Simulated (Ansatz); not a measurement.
# AlH₆NOSi: one species, many methods

One table from this session's results is given with a row withheld; the runs are named, their logs left out.

The runs use Ansatz 0.2.0, Gaussian basis; functionals in def2-TZVPP, the program's frozen cores in correlated methods.

Plan: LDA (SPW92), PBE-D4, revPBE-D4, BLYP-D4, r2SCAN-D4, B97M-V, PBE0-D4, B3LYP-D4, r2SCANh-D4, r2SCAN0-D4, HSE06-D4, BHLYP-D4, CAM-B3LYP-D4, LC-ωPBE, ωB97X-V, ωB97M-V, B2PLYP, PBE-QIDH; CCSD(T)/def2-SVP; CCSD(T)/def2-TZVPP; MP2/def2-QZVPP; extrapolation to the limit; RPA on PBE.

**Structure used throughout**

An earlier PBE0-D4 in a triple-zeta def2 set relaxation fixed the geometry.

SMILES `O[SiH2][NH][AlH2]`, 10 atoms, charge 0, spin multiplicity 1.

Atoms are counted from 1 here; the program's logs count them from 0.

Bond lengths: O1–Si2 1.650 Å, O1–H5 0.958 Å, Si2–N3 1.711 Å, Si2–H6 1.486 Å, Si2–H7 1.491 Å, N3–Al4 1.785 Å, N3–H8 1.013 Å, Al4–H9 1.580 Å, Al4–H10 1.583 Å. Angles: Si2–O1–H5 117.1°, O1–Si2–N3 109.6°, O1–Si2–H6 111.3°, O1–Si2–H7 107.7°, N3–Si2–H6 106.5°, N3–Si2–H7 112.1°, H6–Si2–H7 109.7°, Si2–N3–Al4 128.8°, Si2–N3–H8 114.7°, Al4–N3–H8 116.5°, N3–Al4–H9 118.3°, N3–Al4–H10 117.3°, H9–Al4–H10 124.3°.

Geometry (Å):

```xyz
10
charge 0, multiplicity 1
O    -1.8174   -0.6938   -1.0565
Si   -0.5766    0.3739   -0.8516
N     0.6933   -0.3823    0.0096
Al    1.2333   -0.0948    1.6863
H    -2.3998   -0.5479   -1.8031
H    -1.0002    1.5438   -0.0395
H    -0.1428    0.8313   -2.2032
H     1.1594   -1.1278   -0.4930
H     0.5084    1.0306    2.5252
H     2.4254   -0.9842    2.2287
```

Set-up of the first run:

in.yaml

```yaml
crystal:
  periodic: [false, false, false]
  atoms:
    - {symbol: O, position_ang: [-1.817387, -0.693752, -1.056546]}
    - {symbol: Si, position_ang: [-0.576616, 0.373923, -0.851634]}
    - {symbol: N, position_ang: [0.693301, -0.382296, 0.009608]}
    - {symbol: Al, position_ang: [1.233304, -0.094768, 1.686319]}
    - {symbol: H, position_ang: [-2.399819, -0.547925, -1.803107]}
    - {symbol: H, position_ang: [-1.000197, 1.543763, -0.039469]}
    - {symbol: H, position_ang: [-0.142758, 0.831296, -2.203189]}
    - {symbol: H, position_ang: [1.159363, -1.127814, -0.492997]}
    - {symbol: H, position_ang: [0.508420, 1.030637, 2.525185]}
    - {symbol: H, position_ang: [2.425389, -0.984165, 2.228731]}
basis:
  gaussian: {orbitals: def2-TZVPP}
hamiltonian: {xc: lda}
output: {orbitals: {seedname: orbitals}}
```

Steps of the session up to this table: LDA; PBE-D4 (GGA); revPBE-D4 (GGA); BLYP-D4 (GGA); r2SCAN-D4 (meta-GGA); B97M-V (meta-GGA); PBE0-D4 (hybrid); B3LYP-D4 (hybrid); r2SCANh-D4 (hybrid); r2SCAN0-D4 (hybrid); HSE06-D4 (hybrid); BHLYP-D4 (hybrid); CAM-B3LYP-D4 (range-separated); LC-ωPBE (range-separated); ωB97X-V (range-separated); ωB97M-V (range-separated); B2PLYP (double hybrid); PBE-QIDH (double hybrid).

One table of the session follows, with a row left open; its other results are not shown here.

It belongs to the step «Orbital energies across the functionals». 

```
  functional  HOMO (eV)  gap (eV)
 LDA (SPW92)      -6.82      4.90
      PBE-D4      -6.68      4.99
   revPBE-D4      -6.62      5.04
     BLYP-D4      -6.55      4.98
   r2SCAN-D4      -6.97      5.65
      B97M-V      -7.08      5.48
     PBE0-D4      -8.01      7.09
    B3LYP-D4      -7.77      6.64
  r2SCANh-D4      -7.47      6.40
  r2SCAN0-D4      -8.22      7.52
    HSE06-D4          ?         ?
    BHLYP-D4      -9.24      9.08
CAM-B3LYP-D4      -9.40      9.40
     LC-ωPBE     -10.80     11.89
     ωB97X-V     -10.44     11.41
     ωB97M-V     -10.33     11.01
```

**Question.** Estimate the row for HSE06-D4.

The run gave: HOMO (eV): -7.60; gap (eV): 6.32. In the column «HOMO (eV)» it lies between B3LYP-D4 (-7.77) and r2SCANh-D4 (-7.47).
